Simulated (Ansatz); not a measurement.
# Ba: response to strain

Aim: deform Ba (equal xy, yz and zx engineering shear strains of +2 %) and compute stress, forces and field gradients with LAPW, PAW and all-electron datasets made for the crystal.

Method: DFT PBEsol, scalar-relativistic, in Ansatz 0.2.0.

## Step 1: Starting point

Symmetry: Im-3m, No. 229, cubic system. The conventional cell has a = 5.000 Å, b = 5.000 Å, c = 5.000 Å, α = 90.00°, β = 90.00°, γ = 90.00°. Ba (site symmetry m-3m) has 8 Ba at 4.33 Å as nearest neighbours.

Structure file:

```cif
data_structure
_symmetry_space_group_name_H-M 'P 1'
_symmetry_Int_Tables_number 1
_cell_length_a 4.3301
_cell_length_b 4.3301
_cell_length_c 4.3301
_cell_angle_alpha 109.471
_cell_angle_beta 109.471
_cell_angle_gamma 109.471
_cell_volume 62.50
loop_
_atom_site_label
_atom_site_type_symbol
_atom_site_fract_x
_atom_site_fract_y
_atom_site_fract_z
_atom_site_occupancy
Ba1 Ba 0.00000 0.00000 0.00000 1
```

## Step 2: The deformed structure

Space group Im-3m before, R-3m after.

## Step 3: LAPW, all electrons

Contents of input.yaml:

```yaml
crystal:
  lattice:
    - [-2.45, 2.5, 2.5]
    - [2.5, -2.45, 2.5]
    - [2.5, 2.5, -2.45]
  atoms:
    - { symbol: Ba, position: [0.0, 0.0, 0.0] }
kpoints:
  mp_grid: { grid: [10, 10, 10] }
  band_path:
    path:
      - [0.0, 0.0, 0.0]
      - [0.0, 0.0, 0.5]
      - [-0.5, 0.5, 0.5]
      - [-0.7448729721, 0.2551270279, 0.2551270279]
      - [0.2551270279, 0.2551270279, 0.2551270279]
      - [0.0, 0.0, 0.0]
      - [-0.5, 0.0, 0.5]
    npoints: 5
scf:
  occupations: { method: fermi_dirac, width: 0.05 }
hamiltonian:
  xc: pbesol
  pseudopotentials: { kind: all_electron, lapw: { basis_error: 0.0005 } }
output:
  forces: true
  stress: true
  eigenvalues: true
```

The run is started by

```console
$ ansatz run input.yaml --threads 1 --pin off --max-ram 3072MiB --backend cpu --events-out ev --progress --plain --runs-dir out
```

## Step 4: PAW on the default files

Contents of input.yaml:

```yaml
crystal:
  lattice:
    - [-2.45, 2.5, 2.5]
    - [2.5, -2.45, 2.5]
    - [2.5, 2.5, -2.45]
  atoms:
    - { symbol: Ba, position: [0.0, 0.0, 0.0] }
kpoints:
  mp_grid: { grid: [10, 10, 10] }
scf:
  occupations: { method: fermi_dirac, width: 0.05 }
hamiltonian:
  xc: pbesol
  pseudopotentials: { kind: paw }
output:
  forces: true
  stress: true
  eigenvalues: true
  efg: { contact_densities: true }
```

## Step 5: All-electron PAW on datasets made for the crystal

Changes to input.yaml since step 4:

```diff
@@ -13,3 +13,3 @@
   xc: pbesol
-  pseudopotentials: { kind: paw }
+  pseudopotentials: { kind: all_electron, datasets: crystal }
 output:
```

(Steps that only read results are left out.)

**Question.** What will these runs give? Wanted: pressure; largest shear or deviatoric stress.

The runs gave:

```
                                 quantity                                              value
                                 pressure  LAPW -0.60, PAW -0.60, crystal datasets -0.60 GPa
largest shear or deviatoric stress (LAPW)                                           0.19 GPa
```

What this shows: The largest part of the stress beyond the pressure is 0.19 GPa in size. No run of the undeformed cell stands beside it, so the pressure holds what the given cell had before the change. PAW: stress within 0.01 GPa of LAPW. Crystal datasets: stress within 0.01 GPa of LAPW. Spin-orbit coupling is left out, though the cell holds Ba; in elements this heavy it can shift bands and gaps by tenths of an eV.
